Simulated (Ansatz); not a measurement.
Born–Oppenheimer molecular dynamics of a periodic cell of 16 atoms, V (start crystal V, start structure bcc, volume 1 times the crystal's). It starts from a structure without forces on its atoms.

Theory: Ansatz, DFT PBEsol, scalar-relativistic, plane waves, PAW. Settings: cutoff 420 eV, k mesh 2x2x2, fermi-dirac smearing 0.17 eV, no spin polarisation.

```
ensemble        : NVT, Langevin thermostat
time step       : 4.5 fs
steps asked     : 210
set temperature : 2000 K
friction        : 0.02 /fs
seed            : 946995
```

Frames 4.5 fs apart, positions in Å, forces in eV/Å.

Velocities at 855.0 fs (Å/ps):

```
V -0.62 8.62 -5.71
V 2.15 5.08 -6.63
V 3.06 -3.59 -7.57
V -4.29 -5.01 3.12
V -0.21 3.22 2.48
V 4.29 -4.39 6.59
V -6.82 -1.92 -3.82
V 4.53 1.66 -1.24
V 14.01 -6.34 3.16
V -9.49 -1.21 -4.78
V 6.62 3.92 -7.10
V -3.46 -2.95 9.84
V 5.29 7.44 5.62
V -13.76 -7.41 2.82
V 3.58 5.57 -4.90
V 6.20 2.47 3.68
```

```xyz
16
Lattice="6.0400 0.0000 0.0000 0.0000 6.0400 0.0000 0.0000 0.0000 6.0400" Properties=species:S:1:pos:R:3:forces:R:3 time_fs=855.0 energy_less_start_eV=4.028 T=2020
V -0.177 0.018 0.533 0.98 0.05 -0.58
V 3.276 -0.098 0.424 -0.85 1.34 -0.03
V -0.035 3.042 0.300 -0.33 -0.15 0.25
V 0.281 -0.010 3.462 -1.31 0.13 -0.23
V 1.535 1.393 1.618 -0.01 0.99 0.80
V 2.890 3.420 0.193 1.15 -3.18 0.76
V 3.035 0.124 3.554 0.02 -0.83 -0.86
V 4.473 1.637 2.024 0.53 -1.99 -1.60
V -0.009 3.031 3.093 0.45 0.00 1.63
V 1.683 4.501 1.769 -1.55 1.21 1.27
V 1.402 2.016 4.838 0.35 -2.88 -0.44
V 2.959 2.924 3.095 0.13 0.88 1.59
V 4.619 4.394 1.891 -0.22 1.26 0.20
V 4.478 1.405 4.815 0.44 0.80 0.26
V 1.468 4.658 5.075 -0.31 0.71 -1.87
V 4.552 4.326 4.932 0.50 1.66 -1.16
16
Lattice="6.0400 0.0000 0.0000 0.0000 6.0400 0.0000 0.0000 0.0000 6.0400" Properties=species:S:1:pos:R:3:forces:R:3 time_fs=859.5 energy_less_start_eV=3.695 T=1682
V -0.175 0.059 0.515 1.01 -0.23 -0.50
V 3.285 -0.074 0.388 -1.09 1.05 0.27
V -0.024 3.023 0.273 -0.40 0.16 0.51
V 0.267 -0.025 3.471 -1.34 0.24 -0.44
V 1.539 1.412 1.627 -0.01 0.93 0.78
V 2.904 3.397 0.217 1.11 -2.75 0.68
V 3.008 0.116 3.535 0.22 -0.84 -0.92
V 4.490 1.643 2.012 0.36 -1.82 -1.37
V 0.046 3.009 3.111 -0.20 0.25 1.35
V 1.637 4.502 1.759 -1.03 1.19 1.13
V 1.435 2.032 4.808 0.32 -3.02 -0.18
V 2.934 2.912 3.137 0.48 1.11 1.14
V 4.636 4.435 1.906 -0.25 0.76 0.12
V 4.426 1.378 4.826 0.79 1.14 0.14
V 1.486 4.684 5.045 -0.26 0.35 -1.49
V 4.572 4.344 4.947 0.30 1.49 -1.20
16
Lattice="6.0400 0.0000 0.0000 0.0000 6.0400 0.0000 0.0000 0.0000 6.0400" Properties=species:S:1:pos:R:3:forces:R:3 time_fs=864.0 energy_less_start_eV=3.401 T=2026
V -0.162 0.095 0.504 1.04 -0.43 -0.48
V 3.299 -0.049 0.343 -1.39 0.79 0.61
V -0.014 3.014 0.255 -0.43 0.40 0.69
V 0.249 -0.033 3.482 -1.37 0.35 -0.67
V 1.553 1.449 1.638 -0.13 0.72 0.73
V 2.914 3.370 0.243 1.04 -2.27 0.55
V 2.990 0.110 3.513 0.39 -0.83 -0.98
V 4.498 1.647 1.984 0.24 -1.58 -1.02
V 0.082 2.996 3.144 -0.74 0.46 1.02
V 1.587 4.508 1.765 -0.55 1.17 0.84
V 1.466 2.035 4.789 0.23 -3.08 0.13
V 2.896 2.903 3.178 0.95 1.36 0.69
V 4.636 4.479 1.907 -0.23 0.31 0.12
V 4.392 1.360 4.835 1.07 1.45 0.01
V 1.507 4.718 5.004 -0.26 -0.06 -0.99
V 4.588 4.376 4.963 0.13 1.23 -1.25
16
Lattice="6.0400 0.0000 0.0000 0.0000 6.0400 0.0000 0.0000 0.0000 6.0400" Properties=species:S:1:pos:R:3:forces:R:3 time_fs=868.5 energy_less_start_eV=3.175 T=1934
V -0.149 0.120 0.494 1.19 -0.48 -0.47
V 3.316 -0.028 0.304 -1.75 0.59 0.93
V -0.010 3.019 0.241 -0.35 0.50 0.81
V 0.224 -0.049 3.489 -1.34 0.54 -0.86
V 1.575 1.500 1.661 -0.39 0.33 0.57
V 2.933 3.337 0.269 0.88 -1.79 0.36
V 2.976 0.103 3.485 0.52 -0.76 -0.99
V 4.505 1.650 1.937 0.15 -1.34 -0.54
V 0.106 2.990 3.183 -1.15 0.59 0.73
V 1.541 4.512 1.777 -0.15 1.17 0.56
V 1.491 2.014 4.775 0.09 -3.04 0.48
V 2.850 2.902 3.216 1.51 1.57 0.30
V 4.624 4.515 1.909 -0.18 -0.03 0.09
V 4.364 1.343 4.847 1.34 1.76 -0.16
V 1.528 4.750 4.963 -0.29 -0.49 -0.49
V 4.607 4.418 4.977 -0.07 0.90 -1.30
16
Lattice="6.0400 0.0000 0.0000 0.0000 6.0400 0.0000 0.0000 0.0000 6.0400" Properties=species:S:1:pos:R:3:forces:R:3 time_fs=873.0 energy_less_start_eV=3.123 T=1960
V -0.139 0.135 0.484 1.41 -0.44 -0.47
V 3.332 -0.021 0.266 -2.10 0.50 1.31
V -0.008 3.030 0.233 -0.22 0.52 0.87
V 0.199 -0.070 3.487 -1.29 0.75 -0.97
V 1.598 1.546 1.695 -0.67 -0.07 0.26
V 2.962 3.305 0.290 0.64 -1.40 0.20
V 2.966 0.095 3.449 0.61 -0.70 -0.92
V 4.522 1.652 1.899 0.02 -1.16 -0.18
V 0.123 2.986 3.218 -1.41 0.70 0.56
V 1.510 4.515 1.788 0.12 1.11 0.34
V 1.512 1.970 4.760 -0.12 -2.89 0.84
V 2.806 2.897 3.256 2.08 1.80 -0.05
V 4.612 4.548 1.905 -0.11 -0.30 0.10
V 4.335 1.327 4.867 1.66 2.07 -0.40
V 1.547 4.780 4.927 -0.38 -0.92 -0.13
V 4.627 4.471 4.989 -0.22 0.42 -1.36
16
Lattice="6.0400 0.0000 0.0000 0.0000 6.0400 0.0000 0.0000 0.0000 6.0400" Properties=species:S:1:pos:R:3:forces:R:3 time_fs=877.5 energy_less_start_eV=3.098 T=1707
V -0.115 0.143 0.471 1.52 -0.34 -0.47
V 3.340 -0.018 0.227 -2.36 0.51 1.73
V -0.004 3.052 0.228 -0.11 0.44 0.95
V 0.177 -0.078 3.477 -1.21 0.90 -1.02
V 1.613 1.571 1.725 -0.89 -0.25 -0.02
V 2.995 3.279 0.315 0.40 -1.10 0.02
V 2.964 0.095 3.399 0.66 -0.69 -0.71
V 4.540 1.643 1.879 -0.06 -0.96 -0.02
V 0.116 2.987 3.258 -1.40 0.75 0.42
V 1.490 4.526 1.790 0.30 0.93 0.25
V 1.534 1.917 4.750 -0.37 -2.60 1.11
V 2.776 2.883 3.295 2.41 2.04 -0.35
V 4.604 4.573 1.889 -0.05 -0.50 0.20
V 4.320 1.317 4.889 1.91 2.34 -0.65
V 1.562 4.818 4.904 -0.46 -1.34 0.02
V 4.644 4.533 5.002 -0.30 -0.13 -1.45
16
Lattice="6.0400 0.0000 0.0000 0.0000 6.0400 0.0000 0.0000 0.0000 6.0400" Properties=species:S:1:pos:R:3:forces:R:3 time_fs=882.0 energy_less_start_eV=3.012 T=1731
V -0.087 0.137 0.460 1.54 -0.18 -0.50
V 3.337 -0.012 0.191 -2.53 0.57 2.05
V -0.009 3.079 0.229 -0.01 0.28 0.99
V 0.162 -0.079 3.460 -1.13 1.00 -1.02
V 1.611 1.588 1.747 -0.98 -0.28 -0.20
V 3.022 3.253 0.346 0.22 -0.82 -0.21
V 2.962 0.111 3.334 0.69 -0.77 -0.33
V 4.551 1.615 1.858 -0.09 -0.67 0.11
V 0.090 2.985 3.295 -1.19 0.77 0.31
V 1.471 4.541 1.777 0.46 0.68 0.33
V 1.552 1.866 4.750 -0.54 -2.22 1.18
V 2.761 2.872 3.325 2.43 2.19 -0.53
V 4.600 4.594 1.879 -0.06 -0.68 0.27
V 4.333 1.315 4.904 1.95 2.49 -0.88
V 1.561 4.854 4.896 -0.37 -1.68 -0.03
V 4.658 4.597 5.013 -0.37 -0.67 -1.55
16
Lattice="6.0400 0.0000 0.0000 0.0000 6.0400 0.0000 0.0000 0.0000 6.0400" Properties=species:S:1:pos:R:3:forces:R:3 time_fs=886.5 energy_less_start_eV=2.865 T=1885
V -0.059 0.122 0.453 1.36 0.00 -0.59
V 3.319 -0.001 0.156 -2.50 0.65 2.24
V -0.020 3.092 0.239 0.04 0.16 0.98
V 0.152 -0.094 3.440 -1.12 1.17 -0.98
V 1.596 1.599 1.757 -0.93 -0.25 -0.23
V 3.037 3.225 0.390 0.09 -0.59 -0.52
V 2.955 0.132 3.267 0.71 -0.82 0.14
V 4.550 1.576 1.840 -0.08 -0.32 0.23
V 0.064 2.986 3.332 -1.00 0.71 0.22
V 1.446 4.560 1.756 0.64 0.36 0.49
V 1.552 1.808 4.763 -0.50 -1.75 1.06
V 2.752 2.872 3.351 2.25 2.12 -0.58
V 4.593 4.606 1.880 -0.11 -0.81 0.24
V 4.365 1.328 4.915 1.77 2.45 -1.00
V 1.545 4.886 4.896 -0.16 -1.99 -0.13
V 4.663 4.645 5.021 -0.46 -1.09 -1.57
16
Lattice="6.0400 0.0000 0.0000 0.0000 6.0400 0.0000 0.0000 0.0000 6.0400" Properties=species:S:1:pos:R:3:forces:R:3 time_fs=891.0 energy_less_start_eV=2.655 T=1998
V -0.021 0.112 0.444 0.91 0.11 -0.71
V 3.290 0.006 0.129 -2.20 0.75 2.24
V -0.029 3.092 0.256 0.10 0.10 0.91
V 0.142 -0.116 3.419 -1.16 1.39 -0.91
V 1.574 1.599 1.752 -0.77 -0.09 -0.06
V 3.054 3.199 0.440 -0.04 -0.44 -0.89
V 2.946 0.142 3.198 0.73 -0.76 0.62
V 4.541 1.525 1.818 0.00 0.09 0.36
V 0.033 2.998 3.367 -0.76 0.52 0.12
V 1.430 4.589 1.742 0.78 -0.04 0.60
V 1.545 1.752 4.785 -0.35 -1.18 0.73
V 2.747 2.893 3.360 1.95 1.75 -0.49
V 4.595 4.598 1.873 -0.20 -0.81 0.25
V 4.400 1.357 4.918 1.41 2.18 -1.01
V 1.516 4.917 4.894 0.17 -2.25 -0.21
V 4.662 4.675 5.026 -0.56 -1.32 -1.55
16
Lattice="6.0400 0.0000 0.0000 0.0000 6.0400 0.0000 0.0000 0.0000 6.0400" Properties=species:S:1:pos:R:3:forces:R:3 time_fs=895.5 energy_less_start_eV=2.521 T=2218
V 0.023 0.119 0.433 0.37 0.02 -0.85
V 3.259 0.010 0.104 -1.84 0.76 2.14
V -0.042 3.086 0.288 0.23 0.09 0.69
V 0.136 -0.129 3.386 -1.19 1.58 -0.72
V 1.552 1.595 1.742 -0.52 0.12 0.19
V 3.070 3.173 0.486 -0.14 -0.36 -1.23
V 2.938 0.140 3.132 0.77 -0.67 1.04
V 4.536 1.465 1.787 0.09 0.58 0.58
V 0.000 3.031 3.392 -0.46 0.19 0.08
V 1.433 4.619 1.727 0.78 -0.43 0.69
V 1.550 1.706 4.816 -0.29 -0.57 0.28
V 2.758 2.921 3.347 1.58 1.30 -0.27
V 4.606 4.578 1.866 -0.36 -0.69 0.24
V 4.438 1.383 4.917 1.00 1.91 -1.02
V 1.473 4.939 4.889 0.57 -2.41 -0.28
V 4.658 4.690 5.026 -0.60 -1.44 -1.53
16
Lattice="6.0400 0.0000 0.0000 0.0000 6.0400 0.0000 0.0000 0.0000 6.0400" Properties=species:S:1:pos:R:3:forces:R:3 time_fs=900.0 energy_less_start_eV=2.537 T=1996
V 0.068 0.129 0.420 -0.21 -0.20 -0.96
V 3.231 0.019 0.080 -1.50 0.65 2.00
V -0.059 3.071 0.330 0.42 0.16 0.36
V 0.114 -0.140 3.350 -1.04 1.71 -0.45
V 1.525 1.592 1.730 -0.23 0.27 0.44
V 3.086 3.150 0.528 -0.21 -0.32 -1.54
V 2.930 0.133 3.074 0.78 -0.61 1.39
V 4.535 1.405 1.757 0.13 1.08 0.84
V -0.022 3.076 3.416 -0.26 -0.21 0.05
V 1.441 4.639 1.706 0.72 -0.69 0.80
V 1.552 1.659 4.842 -0.21 0.04 -0.14
V 2.776 2.951 3.319 1.26 0.88 0.04
V 4.611 4.554 1.871 -0.48 -0.51 0.13
V 4.483 1.406 4.923 0.57 1.68 -1.12
V 1.444 4.952 4.889 0.81 -2.48 -0.41
V 4.641 4.691 5.014 -0.54 -1.45 -1.42
16
Lattice="6.0400 0.0000 0.0000 0.0000 6.0400 0.0000 0.0000 0.0000 6.0400" Properties=species:S:1:pos:R:3:forces:R:3 time_fs=904.5 energy_less_start_eV=2.681 T=1689
V 0.103 0.124 0.401 -0.71 -0.31 -1.00
V 3.204 0.043 0.062 -1.22 0.39 1.84
V -0.081 3.052 0.365 0.66 0.24 0.05
V 0.082 -0.149 3.319 -0.82 1.77 -0.19
V 1.497 1.591 1.721 0.00 0.29 0.64
V 3.106 3.122 0.573 -0.34 -0.20 -1.84
V 2.918 0.131 3.033 0.78 -0.55 1.60
V 4.535 1.362 1.726 0.14 1.40 1.12
V -0.035 3.110 3.437 -0.16 -0.49 0.02
V 1.442 4.649 1.683 0.68 -0.82 0.93
V 1.544 1.613 4.862 -0.12 0.58 -0.49
V 2.788 2.990 3.285 1.03 0.53 0.39
V 4.608 4.536 1.875 -0.55 -0.32 0.06
V 4.522 1.444 4.933 0.22 1.33 -1.25
V 1.429 4.958 4.883 0.91 -2.50 -0.53
V 4.623 4.682 5.011 -0.49 -1.35 -1.35
```

Of the whole run (945 fs, mean temperature of the second half 1911 K): A run of 0.94 ps of so small a system gives no equilibrium averages. Limits of this set-up: coarse k mesh, magnetic elements without spin.

The run took 12 min on 2 threads of Intel(R) Xeon(R) 6975P-C (Granite Rapids) (shared host), peak memory 0.96 GiB.
